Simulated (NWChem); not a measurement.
# C2H2ClF2NSi (SMILES FC(F)[SiH]1N=C1Cl): levels of theory compared

We compute a comparison of 5 runs (HF/STO-3G, HF/3-21G, B3LYP/6-31G*, CCSD(T)/STO-3G) of C2H2ClF2NSi. 

The calculation is run with NWChem 7.3.0.

### 1 The molecule

C2H2ClF2NSi: 9 atoms, total charge 0, spin state singlet. SMILES: `FC(F)[SiH]1N=C1Cl`. The shape is that of a PBE0-D4/def2-TZVP optimisation. This is one conformer, not always the lowest.

Bond lengths: F1–C2 1.356 Å, C2–F3 1.366 Å, C2–Si4 1.915 Å, Si4–N5 1.792 Å, Si4–C6 1.769 Å, N5–C6 1.268 Å, C6–Cl7 1.702 Å, C2–H8 1.097 Å, Si4–H9 1.475 Å. Some angles: F1–C2–F3 108.2°, F1–C2–Si4 110.4°, F3–C2–Si4 109.1°, C2–Si4–N5 116.8°, C2–Si4–C6 121.1°, N5–Si4–C6 41.7°, Si4–N5–C6 68.2°, Si4–C6–N5 70.1°, Si4–C6–Cl7 159.6°, N5–C6–Cl7 130.3°.

### 2 Energy and forces at HF/STO-3G (run 1)

Input file geom.xyz:

```xyz
9
C2H2ClF2NSi
F      1.264900    -1.539600    -0.184800
C      0.029800    -1.394100     0.356500
F      0.103600    -1.718400     1.681200
Si    -0.562600     0.419000     0.188200
N     -0.448000     1.158300    -1.440400
C      0.423000     1.627500    -0.647000
Cl     1.626400     2.803800    -0.903000
H     -0.631600    -2.126500    -0.123000
H     -1.716800     0.723700     1.055300
```

Input file run.py:

```python
from ase.io import read
from ase.calculators.nwchem import NWChem

molecule = read('geom.xyz')

calc = NWChem(
    label='geom',
    theory='scf',
    memory='2200 mb',
    basis='STO-3G',
    basispar='spherical bse',
    scf={'nopen': '0', 'rhf': None, 'thresh': '1e-08', 'maxiter': '80'},
)
molecule.calc = calc

forces = molecule.get_forces()
print("Total energy (eV):", round(molecule.get_potential_energy(), 6))
print("forces (eV/A):")
for s, f in zip(molecule.symbols, forces):
    print(f"{s:2s} {f[0]:10.5f} {f[1]:10.5f} {f[2]:10.5f}")
print("dipole (e A):", molecule.get_dipole_moment().round(4))
```

Run with:

```
$ export ASE_NWCHEM_COMMAND="nwchem PREFIX.nwi > PREFIX.nwo"
$ python run.py
```

Output:

```text
Total energy (eV): -29004.242473
forces (eV/A):
F     1.64782   -0.27567   -0.66118
C    -0.75503    0.75380   -0.06474
F     0.12820   -0.40392    1.30766
Si   -0.92272    0.58966    0.57639
N    -1.03970   -0.35666   -1.25089
C    -1.44589   -1.85176    1.58694
Cl    1.83407    1.73488   -0.22651
H    -0.64046   -0.09739   -0.39528
H     1.19361   -0.09292   -0.87238
dipole (e A): [-0.4547 -0.288   0.4209]
```

The calculator wrote geom.nwi:

```
title "geom"

permanent_dir geom

scratch_dir geom

start geom

geometry units angstrom nocenter noautosym noautoz
  F  1.2648999999999999e+00 -1.5396000000000001e+00 -1.8479999999999999e-01
  C  2.9800000000000000e-02 -1.3940999999999999e+00 3.5649999999999998e-01
  F  1.0360000000000000e-01 -1.7183999999999999e+00 1.6812000000000000e+00
  Si -5.6259999999999999e-01 4.1899999999999998e-01 1.8820000000000001e-01
  N  -4.4800000000000001e-01 1.1583000000000001e+00 -1.4403999999999999e+00
  C  4.2299999999999999e-01 1.6274999999999999e+00 -6.4700000000000002e-01
  Cl 1.6264000000000001e+00 2.8037999999999998e+00 -9.0300000000000002e-01
  H  -6.3160000000000005e-01 -2.1265000000000001e+00 -1.2300000000000000e-01
  H  -1.7168000000000001e+00 7.2370000000000001e-01 1.0552999999999999e+00
end

memory 2200 mb

basis spherical bse noprint
   * library STO-3G
end

scf
  nopen 0
  rhf
  thresh 1e-08
  maxiter 80
end

task scf gradient
```

geom.nwo, cut to the lines that bear on the results:

```text
[...]
      One-electron energy =  -2309.152627519111
[... 1 line left out ...]
 Nuclear repulsion energy =    416.030881418357
[... 53 lines left out ...]
                       ROHF Final Molecular Orbital Analysis
[... 259 lines left out ...]
     1   1 0 0     -0.859242      0.000000     55.409223
[...]
  wavefunction    =   RHF
                         RHF ENERGY GRADIENTS
    atom               coordinates                        gradient
                 x          y          z           x          y          z
   1 F       2.390314  -2.909422  -0.349221   -0.032045   0.005361   0.012858
   2 C       0.056314  -2.634467   0.673687    0.014683  -0.014659   0.001259
   3 F       0.195776  -3.247305   3.177007   -0.002493   0.007855  -0.025430
[... 5 lines of this table left out ...]
   9 H      -3.244282   1.367595   1.994228   -0.023212   0.001807   0.016965
[...]
```

Wall time 5.7 s (1 thread of Intel Xeon 6975P-C (Granite Rapids), shared host); peak memory 0.094 GiB.

### 3 Energy and forces at HF/3-21G (run 2)

Input file run.py:

```python
from ase import Atoms
from ase.calculators.nwchem import NWChem

mol = Atoms(['F', 'C', 'F', 'Si', 'N', 'C', 'Cl', 'H', 'H'], positions=[
    [1.264900, -1.539600, -0.184800],
    [0.029800, -1.394100, 0.356500],
    [0.103600, -1.718400, 1.681200],
    [-0.562600, 0.419000, 0.188200],
    [-0.448000, 1.158300, -1.440400],
    [0.423000, 1.627500, -0.647000],
    [1.626400, 2.803800, -0.903000],
    [-0.631600, -2.126500, -0.123000],
    [-1.716800, 0.723700, 1.055300],
])

calc = NWChem(
    label='c2h2clf2nsi',
    theory='scf',
    memory='2200 mb',
    basis='3-21G',
    basispar='spherical bse',
    scf={'nopen': '0', 'rhf': None, 'thresh': '1e-08', 'maxiter': '80'},
)
mol.calc = calc

forces = mol.get_forces()
e = mol.get_potential_energy()
print(f"E = {e:.6f} eV")
print("forces (eV/A):")
for s, f in zip(mol.symbols, forces):
    print(f"{s:2s} {f[0]:10.5f} {f[1]:10.5f} {f[2]:10.5f}")
print("dipole (e A):", mol.get_dipole_moment().round(4))
```

Run with:

```
$ export ASE_NWCHEM_COMMAND="nwchem PREFIX.nwi > PREFIX.nwo"
$ python run.py
```

Output:

```text
E = -29197.905468 eV
forces (eV/A):
F     1.04310    0.09847   -0.54302
C    -1.29897   -0.76367   -0.72680
F    -0.05914   -0.02443    1.02937
Si   -0.94879   -1.14532    1.85654
N     0.15771    0.55047   -1.11822
C    -0.74192   -0.50460   -0.40983
Cl    1.39266    1.35060   -0.26477
H     0.29732    0.50111    0.22538
H     0.15807   -0.06258   -0.04859
dipole (e A): [-0.4974 -0.1798  0.3388]
```

The calculator wrote c2h2clf2nsi.nwi:

```
title "c2h2clf2nsi"

permanent_dir c2h2clf2nsi

scratch_dir c2h2clf2nsi

start c2h2clf2nsi

geometry units angstrom nocenter noautosym noautoz
  F  1.2648999999999999e+00 -1.5396000000000001e+00 -1.8479999999999999e-01
  C  2.9800000000000000e-02 -1.3940999999999999e+00 3.5649999999999998e-01
  F  1.0360000000000000e-01 -1.7183999999999999e+00 1.6812000000000000e+00
  Si -5.6259999999999999e-01 4.1899999999999998e-01 1.8820000000000001e-01
  N  -4.4800000000000001e-01 1.1583000000000001e+00 -1.4403999999999999e+00
  C  4.2299999999999999e-01 1.6274999999999999e+00 -6.4700000000000002e-01
  Cl 1.6264000000000001e+00 2.8037999999999998e+00 -9.0300000000000002e-01
  H  -6.3160000000000005e-01 -2.1265000000000001e+00 -1.2300000000000000e-01
  H  -1.7168000000000001e+00 7.2370000000000001e-01 1.0552999999999999e+00
end

memory 2200 mb

basis spherical bse noprint
   * library 3-21G
end

scf
  nopen 0
  rhf
  thresh 1e-08
  maxiter 80
end

task scf gradient
```

c2h2clf2nsi.nwo, cut to the lines that bear on the results:

```text
[...]
      One-electron energy =  -2312.849969683675
[... 1 line left out ...]
 Nuclear repulsion energy =    416.030881418357
[... 53 lines left out ...]
                       ROHF Final Molecular Orbital Analysis
[... 268 lines left out ...]
     1   1 0 0     -0.939970      0.000000     55.409223
[...]
  wavefunction    =   RHF
                         RHF ENERGY GRADIENTS
    atom               coordinates                        gradient
                 x          y          z           x          y          z
   1 F       2.390314  -2.909422  -0.349221   -0.020285  -0.001915   0.010560
   2 C       0.056314  -2.634467   0.673687    0.025261   0.014851   0.014134
   3 F       0.195776  -3.247305   3.177007    0.001150   0.000475  -0.020018
[... 5 lines of this table left out ...]
   9 H      -3.244282   1.367595   1.994228   -0.003074   0.001217   0.000945
[...]
```

Wall time 6.6 s (1 thread of Intel Xeon 6975P-C (Granite Rapids), shared host); peak memory 0.097 GiB.

Runs 3 to 4 aren't shown in full; the table further down has their settings and results.

### 4 A single-point energy at CCSD(T)/STO-3G (run 5)

Input file c2h2clf2nsi.nw:

```
start c2h2clf2nsi
memory total 2200 mb

geometry noautosym nocenter noautoz
 F     1.264900   -1.539600   -0.184800
 C     0.029800   -1.394100    0.356500
 F     0.103600   -1.718400    1.681200
 Si   -0.562600    0.419000    0.188200
 N    -0.448000    1.158300   -1.440400
 C     0.423000    1.627500   -0.647000
 Cl    1.626400    2.803800   -0.903000
 H    -0.631600   -2.126500   -0.123000
 H    -1.716800    0.723700    1.055300
end

basis spherical bse
 * library STO-3G
end

scf
 thresh 1e-08
 maxiter 80
 print low
end

ccsd
 freeze core 15
 maxiter 60
end

task ccsd(t) energy
```

Run with:

```
$ nwchem c2h2clf2nsi.nw > c2h2clf2nsi.out
```

Output:

```text
[...]
  functions       =    45
[...]
  wavefunction    = RHF
[...]
         Total SCF energy =  -1065.886259773596
      One-electron energy =  -2309.152627519059
      Two-electron energy =    827.235486327106
 Nuclear repulsion energy =    416.030881418357
        Time for solution =      3.2s
[...]
 Total MP2 energy:          -1066.146222711781093
[...]
             energy      energy      error      ampl     ampl      Block
                                                time     time      time
[...]
 Total CCSD energy:          -1066.196169452944332
[...]
 Total CCSD+T(CCSD) energy:          -1066.204396857984420
[...]
 Total CCSD(T) energy:               -1066.203684842613029
[...]
```

Wall time 16 s (1 thread of Intel Xeon 6975P-C (Granite Rapids), shared host); peak memory 0.14 GiB.

### 5 Overview of the runs

```
run                               level  iteration cap   module   energy (Eh)  dipole moment (D)  HOMO energy (eV)  LUMO energy (eV)  wall time
  1                           HF/STO-3G             80      scf  -1065.886260               3.28             -7.87              7.09      5.7 s
  2                            HF/3-21G             80      scf  -1073.003244               3.02            -10.46              2.11      6.6 s
  3  B3LYP/6-31G* (spherical functions)            100      dft  -1081.455168               2.01             -7.11             -1.27       35 s
  4  B3LYP/6-31G* (Cartesian functions)            100      dft  -1081.465263               2.01             -7.12             -1.28       39 s
  5                      CCSD(T)/STO-3G             80  ccsd(t)  -1066.203685                  –                 –                 –       16 s
```

### 6 What came out

| quantity | value |
| --- | --- |
| run 5: total energy | -1066.20368 Eh |
| run 5: correlation energy (15 core orbitals frozen) | -317.4 mEh |
| run 5: (T) correction | -7.52 mEh |

**Reading.** Over runs 1, 2, 3, 4 the dipole moment (its size) runs from 2.01 D (B3LYP/6-31G*) to 3.28 D (HF/STO-3G). The two ends differ in method and basis. Over runs 1, 2, 3, 4 the HOMO–LUMO gap runs from 5.84 eV (B3LYP/6-31G*) to 14.96 eV (HF/STO-3G). In runs 1, 5 the basis is minimal, so the values are rough. All runs together took 1.7 min, the longest 39 s.
